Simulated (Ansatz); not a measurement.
# C₂H₈BN: one species, many methods

An exercise on one series of results from a longer session: the logs are not shown, and one member is left open.

The runs use Ansatz 0.2.0, Gaussian basis; functionals in def2-TZVPP, the program's frozen cores in correlated methods.

The runs, in order: LDA (SPW92), PBE-D4, revPBE-D4, BLYP-D4, r2SCAN-D4, B97M-V, PBE0-D4, B3LYP-D4, r2SCANh-D4, r2SCAN0-D4, HSE06-D4, BHLYP-D4, CAM-B3LYP-D4, LC-ωPBE, ωB97X-V, ωB97M-V, B2PLYP, PBE-QIDH; CCSD(T)/def2-SVP; CCSD(T)/def2-TZVPP; MP2/def2-QZVPP; extrapolation to the limit; RPA on PBE.

## The geometry

An earlier PBE0-D4 in a triple-zeta def2 set relaxation fixed the geometry.

SMILES `BCCN`, 12 atoms, charge 0, spin multiplicity 1.

Atoms are counted from 1 here; the program's logs count them from 0.

Bond lengths: B1–C2 1.550 Å, B1–H5 1.198 Å, B1–H6 1.200 Å, C2–C3 1.526 Å, C2–H7 1.098 Å, C2–H8 1.109 Å, C3–N4 1.453 Å, C3–H9 1.095 Å, C3–H10 1.095 Å, N4–H11 1.013 Å, N4–H12 1.013 Å. Angles: C2–B1–H5 120.3°, C2–B1–H6 121.3°, H5–B1–H6 118.3°, B1–C2–C3 118.2°, B1–C2–H7 111.5°, B1–C2–H8 101.7°, C3–C2–H7 111.3°, C3–C2–H8 109.3°, H7–C2–H8 103.2°, C2–C3–N4 116.8°, C2–C3–H9 109.1°, C2–C3–H10 109.2°, N4–C3–H9 108.0°, N4–C3–H10 107.5°, H9–C3–H10 105.6°, C3–N4–H11 110.4°, C3–N4–H12 110.4°, H11–N4–H12 106.5°.

Geometry (Å):

```xyz
12
C2H8BN
B    -0.88258    1.69284   -0.19993
C    -0.55942    0.17778   -0.24811
C     0.81722   -0.28165    0.22451
N     1.03927   -1.71563    0.29689
H    -1.85155    2.12184   -0.75901
H    -0.20908    2.45440    0.43717
H    -0.81148   -0.25732   -1.22429
H    -1.33680   -0.24026    0.42327
H     1.01713    0.14237    1.21365
H     1.58335    0.13781   -0.43542
H     0.90579   -2.14055   -0.61317
H     0.36505   -2.14684    0.91844
```

The first run:

in.yaml

```yaml
crystal:
  periodic: [false, false, false]
  atoms:
    - {symbol: B, position_ang: [-0.882580, 1.692845, -0.199931]}
    - {symbol: C, position_ang: [-0.559417, 0.177784, -0.248113]}
    - {symbol: C, position_ang: [0.817221, -0.281653, 0.224507]}
    - {symbol: N, position_ang: [1.039275, -1.715633, 0.296894]}
    - {symbol: H, position_ang: [-1.851554, 2.121842, -0.759010]}
    - {symbol: H, position_ang: [-0.209084, 2.454402, 0.437175]}
    - {symbol: H, position_ang: [-0.811478, -0.257319, -1.224295]}
    - {symbol: H, position_ang: [-1.336804, -0.240263, 0.423271]}
    - {symbol: H, position_ang: [1.017135, 0.142372, 1.213646]}
    - {symbol: H, position_ang: [1.583350, 0.137808, -0.435418]}
    - {symbol: H, position_ang: [0.905792, -2.140549, -0.613166]}
    - {symbol: H, position_ang: [0.365045, -2.146837, 0.918441]}
basis:
  gaussian: {orbitals: def2-TZVPP}
hamiltonian: {xc: lda}
output: {orbitals: {seedname: orbitals}}
```

On the command line:

```sh
$ ansatz run in.yaml --threads 2 --pin off --events-out ev --progress --plain --max-ram 4352MiB
```

Among the steps run: LDA; PBE-D4 (GGA); revPBE-D4 (GGA); BLYP-D4 (GGA); r2SCAN-D4 (meta-GGA); B97M-V (meta-GGA); B3LYP-D4 (hybrid); r2SCANh-D4 (hybrid); r2SCAN0-D4 (hybrid); HSE06-D4 (hybrid); BHLYP-D4 (hybrid); CAM-B3LYP-D4 (range-separated); LC-ωPBE (range-separated); ωB97X-V (range-separated); ωB97M-V (range-separated); B2PLYP (double hybrid); PBE-QIDH (double hybrid).

One of the session's tables, all rows but one given; the rest of the session is left out.

It belongs to the step «Orbital energies across the functionals». 

```
  functional  HOMO (eV)  gap (eV)
 LDA (SPW92)      -5.48      2.82
      PBE-D4      -5.35      2.98
   revPBE-D4      -5.30      3.05
     BLYP-D4      -5.24      3.01
   r2SCAN-D4      -5.64      3.71
      B97M-V      -5.83      3.76
     PBE0-D4      -6.82      5.49
    B3LYP-D4      -6.58      5.00
  r2SCANh-D4      -6.19      4.61
  r2SCAN0-D4      -7.03      5.95
    HSE06-D4      -6.41      4.69
    BHLYP-D4          ?         ?
CAM-B3LYP-D4      -8.27      8.00
     LC-ωPBE      -9.66     10.63
     ωB97X-V      -9.30     10.15
     ωB97M-V      -9.22      9.78
```

Estimate the missing values for BHLYP-D4.

Worked estimate for «HOMO (eV)». Against the share of exact exchange, BLYP-D4 (0, -5.24), B3LYP-D4 (0.2, -6.58) give a slope of -6.70 per unit share; at 0.5 the line stands at -8.59.

The run gave: HOMO (eV): -8.23; gap (eV): 7.91. In «HOMO (eV)» the line misses by -0.36.
